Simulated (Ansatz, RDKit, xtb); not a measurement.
# C2H4GeN2Si: ranking a sample of isomers, part 2 of 2

Which of a sample of isomers of C2H4GeN2Si is the most stable in the gas at 298.15 K, and what are its properties? The sample is small against all isomers, and the most stable one of this formula need not be in it.

xtb, Ansatz and PySCF; isolated molecules. Earlier steps stand in the parts before.

### 7 Are they minima? Harmonic frequencies

The lowest few in one piece go on as finalists. In this search the thermal terms come from GFN2-xTB at its own nearest minimum. The first, c816a:

File start.xyz:

```xyz
10
c816a
C     -1.657519    -1.580212     0.319537
C     -1.557502     1.177128    -0.819012
Ge    -2.339757     0.992674     2.571713
N     -2.014450    -2.686494     0.155778
N     -1.849705     1.866275    -1.723321
Si    -1.127611     0.164335     0.678541
H      0.361861     0.174579     0.834487
H     -1.912901     2.459050     2.817755
H     -3.850036     0.909781     2.255871
H     -1.988883     0.115880     3.796883
```

Launch:

```sh
$ xtb start.xyz --gfn 2 --ohess tight
```

The log of the run, shortened:

```text
* xtb version 6.7.1
[...]
          :  # basis functions                  40          :
[...]
          :  # electrons                        30          :
[...]
          :  Hamiltonian                  GFN2-xTB          :
[...]
          :  net charge                          0          :
          :  unpaired electrons                  0          :
[...]
   *** convergence criteria satisfied after 14 iterations ***
[...]
   *** GEOMETRY OPTIMIZATION CONVERGED AFTER 15 ITERATIONS ***
[...]
   *** convergence criteria satisfied after 3 iterations ***
[...]
         ::                     SUMMARY                     ::
         :::::::::::::::::::::::::::::::::::::::::::::::::::::
         :: total energy             -15.705248334289 Eh    ::
         :: gradient norm              0.000229662870 Eh/a0 ::
         :: HOMO-LUMO gap              3.707953535022 eV    ::
         ::.................................................::
         :: SCC energy               -15.972913534721 Eh    ::
         :: -> isotropic ES            0.024613860710 Eh    ::
         :: -> anisotropic ES          0.000478305189 Eh    ::
         :: -> anisotropic XC          0.035639561227 Eh    ::
         :: -> dispersion             -0.007272152000 Eh    ::
         :: repulsion energy           0.267665200432 Eh    ::
         :: add. restraining           0.000000000000 Eh    ::
         :: total charge               0.000000000000 e     ::
         :::::::::::::::::::::::::::::::::::::::::::::::::::::
[...]
        15        2.0000           -0.4200590             -11.4304 (HOMO)
        16                         -0.2837939              -7.7224 (LUMO)
[...]
molecular dipole:
                 x           y           z       tot (Debye)
 q only:        0.494       0.317       0.810
   full:        0.649       0.553       1.393       4.152
molecular quadrupole (traceless):
[...]
          | TOTAL ENERGY              -15.705248334294 Eh   |
          | TOTAL ENTHALPY            -15.647679324743 Eh   |
          | TOTAL FREE ENERGY         -15.693952556455 Eh   |
          | GRADIENT NORM               0.000229772863 Eh/α |
[...]
```

It took 1.4 s on 2 threads of Intel Xeon at 2.50GHz (Skylake/Cascade Lake), shared host; peak memory 0.11 GiB.

### 8 Thermal terms of the finalists

As xtb prints them, at 298.15 K, with its own treatment of low modes:

```csv
label,SMILES,spin,lowest mode (cm⁻¹),zero-point (kcal/mol),G − E (kcal/mol)
c816a,N#C[SiH]([GeH3])C#N,singlet,18,29.6,7.1
c211b,N#C[SiH2][GeH2][C]#N,singlet,11,29.6,7.5
c979a,N#[C][GeH]([SiH3])[C]#N,singlet,14,29.4,7.0
```

### 9 Energies at the top level

Each finalist gets a single point at CCSD(T)/def2-SVP + MP2/def2-TZVPP - MP2/def2-SVP.

c816a, CCSD(T)/def2-SVP:

File input.yaml:

```yaml
basis:
  gaussian:
    orbitals: def2-SVP
crystal:
  periodic: [false, false, false]
  atoms:
    - {symbol: C, position_ang: [-1.657519, -1.580212, 0.319537]}
    - {symbol: C, position_ang: [-1.557502, 1.177128, -0.819012]}
    - {symbol: Ge, position_ang: [-2.339757, 0.992674, 2.571713]}
    - {symbol: N, position_ang: [-2.014450, -2.686494, 0.155778]}
    - {symbol: "N", position_ang: [-1.849705, 1.866275, -1.723321]}
    - {symbol: Si, position_ang: [-1.127611, 0.164335, 0.678541]}
    - {symbol: H, position_ang: [0.361861, 0.174579, 0.834487]}
    - {symbol: H, position_ang: [-1.912901, 2.459050, 2.817755]}
    - {symbol: H, position_ang: [-3.850036, 0.909781, 2.255871]}
    - {symbol: H, position_ang: [-1.988883, 0.115880, 3.796883]}
correlation:
  method: ccsd_t
  frozen_orbitals: {C: 1, H: 0, Si: 5, Ge: 9, "N": 1}
```

Launch:

```sh
$ ansatz run input.yaml --threads 2 --pin off --max-ram 5220MiB --events-out events.jsonl --progress --plain --runs-dir runs
```

The log of the run, shortened:

```text
Warning: RAYON_NUM_THREADS=2 ignored (pool sized by the plan → 2); use --threads N
Functional definition: HF
  name "HF"
[...]
1263 factors; integrals over basis functions are off by at most 1.4e-3 eV
[...]
mean field -69409.54161533 eV, -2550.7536068865 hartree, gradient 1.1e-6 eV, S^2 0.000000; 0 other end points of the search recorded, 0 dependent functions left out
18 core orbitals not correlated: weight in the atoms' cores, before any rotation towards them, 1.000 or more for the frozen orbitals, at most 0.000 for the correlated occupied ones
reference -69409.54161533 eV, -2550.7536068865 hartree; 20, 20 occupied and 88, 88 virtual orbitals, 1263 factors
second order -24.09327912 eV of doubles, -0.00000000 eV of singles
cycle   1  -23.67305009 eV  change    4.2e-1 eV  update   1.4e-1
[...]
cycle   9  -24.83668687 eV  change   -3.1e-5 eV  update   2.1e-5
perturbative correction -1.01520042 eV, -0.0373079275 hartree
Total energy: -69435.39350263 eV, -2551.7036462216 hartree
```

Wall time 45 s (2 threads of Intel Xeon at 2.50GHz (Skylake/Cascade Lake), shared host); peak memory 0.74 GiB.

### 10 c816a at MP2/def2-TZVPP

input.yaml: that of step 9 with these lines changed.

```diff
@@ -1,4 +1 @@
-basis:
-  gaussian:
-    orbitals: def2-SVP
 crystal:
@@ -16,4 +13,4 @@
     - {symbol: H, position_ang: [-1.988883, 0.115880, 3.796883]}
-correlation:
-  method: ccsd_t
-  frozen_orbitals: {C: 1, H: 0, Si: 5, Ge: 9, "N": 1}
+basis:
+  gaussian: {orbitals: def2-TZVPP}
+correlation: {method: mp2, frozen_orbitals: {C: 1, H: 0, Si: 5, Ge: 9, "N": 1}}
```

Launch:

```sh
$ ansatz run input.yaml --threads 2 --pin off --max-ram 5220MiB --events-out events.jsonl --progress --plain --runs-dir runs
```

The log of the run:

```text
Warning: RAYON_NUM_THREADS=2 ignored (pool sized by the plan → 2); use --threads N
Functional definition: HF
  name "HF"
  exchange = exact_x
  correlation = 0
1658 factors; integrals over basis functions are off by at most 9.6e-4 eV
mean field evaluation 1: about -69419.3867 eV, gradient 4.4e1 eV
mean field evaluation 2: about -69419.7854 eV, gradient 4.4e1 eV
mean field evaluation 4: about -69425.3520 eV, gradient 5.7e0 eV
mean field evaluation 8: about -69425.5107 eV, gradient 6.0e-1 eV
mean field evaluation 16: about -69425.5118 eV, gradient 1.6e-6 eV
mean field -69425.51177680 eV, -2551.3404994954 hartree, gradient 1.6e-6 eV, S^2 0.000000; 0 other end points of the search recorded, 0 dependent functions left out
18 core orbitals not correlated: weight in the atoms' cores, before any rotation towards them, 1.000 or more for the frozen orbitals, at most 0.000 for the correlated occupied ones
reference -69425.51177680 eV, -2551.3404994954 hartree; 20, 20 occupied and 232, 232 virtual orbitals, 1658 factors
second order -28.58064043 eV of doubles, -0.00000000 eV of singles
Total energy: -69454.09241723 eV, -2552.3908186584 hartree
```

It took 36 s on 2 threads of Intel Xeon at 2.50GHz (Skylake/Cascade Lake), shared host; peak memory 0.74 GiB.

### 11 c211b at CCSD(T)/def2-SVP

File input.yaml:

```yaml
basis:
  gaussian:
    orbitals: def2-SVP
crystal:
  periodic: [false, false, false]
  atoms:
    - {symbol: C, position_ang: [1.096738, -1.650720, 0.920746]}
    - {symbol: C, position_ang: [1.063717, 3.260563, -0.090459]}
    - {symbol: Ge, position_ang: [0.277227, 1.666887, 0.674502]}
    - {symbol: "N", position_ang: [0.595519, -2.601977, 1.392513]}
    - {symbol: N, position_ang: [1.582725, 4.197271, -0.571008]}
    - {symbol: Si, position_ang: [1.826777, -0.099891, 0.198962]}
    - {symbol: H, position_ang: [1.981498, -0.296675, -1.278323]}
    - {symbol: H, position_ang: [3.147538, 0.150139, 0.860863]}
    - {symbol: H, position_ang: [-1.089240, 1.459886, -0.014408]}
    - {symbol: H, position_ang: [0.115024, 1.923143, 2.188673]}
correlation:
  method: ccsd_t
  frozen_orbitals: {C: 1, H: 0, Si: 5, Ge: 9, "N": 1}
```

Launch:

```sh
$ ansatz run input.yaml --threads 2 --pin off --max-ram 5220MiB --events-out events.jsonl --progress --plain --runs-dir runs
```

The log of the run, shortened:

```text
Warning: RAYON_NUM_THREADS=2 ignored (pool sized by the plan → 2); use --threads N
Functional definition: HF
  name "HF"
[...]
1264 factors; integrals over basis functions are off by at most 1.3e-3 eV
[...]
mean field -69409.49828290 eV, -2550.7520144490 hartree, gradient 8.5e-6 eV, S^2 0.000000; 0 other end points of the search recorded, 0 dependent functions left out
18 core orbitals not correlated: weight in the atoms' cores, before any rotation towards them, 1.000 or more for the frozen orbitals, at most 0.000 for the correlated occupied ones
reference -69409.49828290 eV, -2550.7520144490 hartree; 20, 20 occupied and 88, 88 virtual orbitals, 1264 factors
second order -24.04097204 eV of doubles, -0.00000000 eV of singles
cycle   1  -23.64522782 eV  change    4.0e-1 eV  update   1.4e-1
[...]
cycle   9  -24.80350539 eV  change   -3.7e-5 eV  update   2.1e-5
perturbative correction -1.01004857 eV, -0.0371186002 hartree
Total energy: -69435.31183686 eV, -2551.7006450599 hartree
```

It took 50 s on 2 threads of Intel Xeon at 2.50GHz (Skylake/Cascade Lake), shared host; peak memory 0.74 GiB.

### 12 Free energies and the winner

Energies in kcal/mol from c816a; G adds the thermal terms to the CCSD(T)/def2-SVP + MP2/def2-TZVPP - MP2/def2-SVP energy. The columns left of the relaxed level are at the tight-binding geometries.

```csv
label,SMILES,spin,GFN2-xTB,HF/STO-3G,r2SCAN-D4/def2-SVP,PBE-D3(BJ)/def2-SVP,HF/def2-SVP,MP2/def2-SVP,CCSD(T)/def2-SVP + MP2/def2-TZVPP - MP2/def2-SVP,G,share at equilibrium,T1
c816a,N#C[SiH]([GeH3])C#N,singlet,0.0,0.0,0.0,0.0,0.0,0.0,0.0,0.0,94.2 %,0.013
c211b,N#C[SiH2][GeH2][C]#N,singlet,-5.4,-0.2,1.6,2.4,1.0,2.2,1.2,1.7,5.8 %,0.013
c979a,N#[C][GeH]([SiH3])[C]#N,singlet,-9.2,2.7,6.9,7.3,5.6,6.2,4.9,4.8,< 0.1 %,0.013
```

Lowest found: c816a, `N#C[SiH]([GeH3])C#N`, a singlet. Bond lengths: C1–N4 1.174 Å, C2–N5 1.174 Å, C1–Si6 1.858 Å, C2–Si6 1.858 Å, Ge3–Si6 2.396 Å, Si6–H7 1.498 Å, Ge3–H8 1.547 Å, Ge3–H9 1.545 Å, Ge3–H10 1.547 Å. Some angles: N4–C1–Si6 176.7°, N5–C2–Si6 176.7°, C1–Si6–C2 106.9°, C1–Si6–Ge3 109.4°, C2–Si6–Ge3 109.3°, C1–Si6–H7 108.1°, C2–Si6–H7 108.1°, Ge3–Si6–H7 114.7°, Si6–Ge3–H8 108.3°, Si6–Ge3–H9 108.3°.

```xyz
10

C    -1.6575   -1.5802    0.3195
C    -1.5575    1.1771   -0.8190
Ge   -2.3398    0.9927    2.5717
N    -2.0145   -2.6865    0.1558
N    -1.8497    1.8663   -1.7233
Si   -1.1276    0.1643    0.6785
H     0.3619    0.1746    0.8345
H    -1.9129    2.4590    2.8178
H    -3.8500    0.9098    2.2559
H    -1.9889    0.1159    3.7969
```

### 13 What came out

This closing draws on all 2 parts.

```
                                 quantity                                                                  value
                   lowest structure found                                           N#C[SiH]([GeH3])C#N, singlet
                            next finalist                N#C[SiH2][GeH2][C]#N, singlet, 1.7 kcal/mol higher in G
share at equilibrium, among the finalists                                                                 94.2 %
                                   funnel  4 starts, 4 minima at GFN2-xTB, 6 screening runs, 3 relaxed, 3 ranked
                     CPU time of all runs                                                                 11 min
```

In words: The search ends on `N#C[SiH]([GeH3])C#N`. The margin, 1.7 kcal/mol, is modest. r2SCAN-D4/def2-SVP, PBE-D3(BJ)/def2-SVP, HF/def2-SVP and MP2/def2-SVP already put its bonding pattern lowest among the structures in one piece; GFN2-xTB favours the singlet N#[C][GeH]([SiH3])[C]#N; HF/STO-3G favours the singlet N#C[SiH2][GeH2][C]#N. The largest share of the time went into the final energies (55 %). Lowest found is not proven lowest: the search is finite, and each finalist counts with one conformer. Only 3 drawn patterns were tried, so whole families of isomers are missing, and the result ranks this sample alone.
